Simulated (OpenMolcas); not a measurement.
# Ir⁶⁺ among point charges: CASSCF and CASPT2 levels and susceptibility

Aim: the splitting of the states of Ir⁶⁺ in the field of 4 point charges, its lowest levels with spin-orbit coupling and its magnetic susceptibility.

Method: state-averaged CASSCF and CASPT2, spin-orbit coupling by RASSI with atomic mean-field integrals. Code: OpenMolcas 26.06.

## (1) Starting point

```
Species                           : Ir⁶⁺ (iridium, Z = 77, 71 electrons)
Basis                             : ANO-RCC-VDZP [7s6p4d2f], 59 functions
Scalar Hamiltonian                : DKH2, point nucleus
Inactive shells                   : 1s 2s 2p 3s 3p 3d 4s 4p 4d 4f 5s 5p
Active space                      : 3 electrons in 5 orbitals (5d)
Some configurations of this space : 5d3
Orbitals                          : optimised for each spin and parity, averaged over all roots
```

The outer shells:

5d3
```
5d [↑ ][↑ ][↑ ][  ][  ]
```

The ion sits among 4 point charges of -2.5 e arranged as a square (D4h), 1.97 Å from the ion.

The work runs as a chain of OpenMolcas steps in one folder; each step below is one input file. Labels, J, g values, rates, χT and fits are worked out afterwards by a script from the matrices that RASSI stores. The input lists half of the charges; inversion (Group=XYZ) makes the rest.

## (2) GATEWAY and SEWARD: basis and integrals

The input, a.inp:

```
&GATEWAY
Coord
1

Ir 0.0 0.0 0.0
Basis=ANO-RCC-VDZP
Group=XYZ
NoMove
AngMom=0.0 0.0 0.0
AMFI
XField
2 Angstrom 0
1.970000 0.000000 0.000000 -2.500000
0.000000 1.970000 0.000000 -2.500000
&SEWARD
```

The run is started by

```sh
$ OMP_NUM_THREADS=1 MOLCAS_MEM=1689 MOLCAS_PROJECT=a pymolcas a.inp > a.log
```

## (3) CASSCF: quartets of even parity, 10 roots

The input, a.inp:

```
&RASSCF
FileOrb=start.orb
Symmetry=1
Spin=4
nActEl=3 0 0
Inactive=15 19
Ras2=5 0
CIRoot=10 10 1
SDav=10
CIMx=300
Iter=120 100
PrWF=0.3
OrbListing=Nothing
MaxOrb=0
>>> COPY $Project.JobIph JOB001
```

start.orb holds the contracted functions of the basis, ordered by shell, or the orbitals of the step before.

## (4) Reference wave functions, doublets of even parity, 40 roots

The input, a.inp:

```
&RASSCF
FileOrb=start.orb
Symmetry=1
Spin=2
nActEl=3 0 0
Inactive=15 19
Ras2=5 0
CIRoot=40 40 1
SDav=40
CIMx=300
Iter=120 100
PrWF=0.3
OrbListing=Nothing
MaxOrb=0
>>> COPY $Project.JobIph JOB002
```

## (5) RASSI: spin-orbit coupling between the states

The input, a.inp:

```
&RASSI
NrOfJobIphs=2 10 40
1 2 3 4 5 6 7 8 9 10
1 2 3 4 5 6 7 8 9 10 11 12 13 14 15 16 17 18 19 20 21 22 23 24 25 26 27
28 29 30 31 32 33 34 35 36 37 38 39 40
IphNames
JOB001
JOB002
EJob
SpinOrbit
DIPRint=1.0
SOCoupling=1000.0
Subsets=2
Property=9
'ANGMOM' 1 'ANGMOM' 2 'ANGMOM' 3 'MLTPL  1' 1 'MLTPL  1' 2 'MLTPL  1' 3
'AMFI' 1 'AMFI' 2 'AMFI' 3
SOProperty=3
'ANGMOM' 1 'ANGMOM' 2 'ANGMOM' 3
```

## (6) CASPT2: IPEA 0.25, imaginary shift 0.1 (closed shells correlated: 5s 5p)

The input, a.inp:

```
>>> COPY JOB001 $Project.JobIph
&CASPT2
Multistate=10 1 2 3 4 5 6 7 8 9 10
NoMult
Frozen=14 16
IPEA=0.25
Imaginary=0.1
MaxIter=60
WThr=0.0 0.3 0.05
PrWF=0.5
NoMix
>>> COPY JOB002 $Project.JobIph
&CASPT2
Multistate=40 1 2 3 4 5 6 7 8 9 10 11 12 13 14 15 16 17 18 19 20 21 22
23 24 25 26 27 28 29 30 31 32 33 34 35 36 37 38 39 40
NoMult
Frozen=14 16
IPEA=0.25
Imaginary=0.1
MaxIter=60
WThr=0.0 0.3 0.05
PrWF=0.5
NoMix
```

(Steps that only read results are left out.)

**Question.** What will these runs give? Wanted: spin-free ground state; first state of the same spin within the active space; lowest level; next level.

As calculated:

| quantity | value |
| --- | --- |
| method | SS-CASPT2, IPEA 0.25, imaginary shift 0.1 (closed shells correlated: 5s 5p) |
| spin-free ground state | 4A2, 1-fold in its orbital part |
| first state of the same spin within the active space | 4E at 8530 cm⁻¹ |
| lowest level | 2-fold E3/2, g = 0.10, 0.10, 3.20 |
| next level | 3604.6 cm⁻¹ |
| χT at 300 K | 0.35 cm³ K/mol |
| effective moment at 300 K | 1.68 μB |

Cost by method:

```tsv
method	time of its own steps	time with the reference
A. CASSCF	8.9 s	8.9 s
B. SS-CASPT2, IPEA 0.25, imaginary shift 0.1, +5s 5p	3.3 s	12 s
```

Times are of one thread on a shared host.

What this shows: The spin-free ground state (4A2) comes to 65 % from free-ion P terms and keeps the highest spin of the shell. χT at 300 K is 0.35, against 1.88 cm³ K/mol for the spin alone, so spin-orbit coupling lowers it. The field of point charges can differ much from that of real complexes. Point charges carry no covalency, so the field is a model and not that of real ligands.
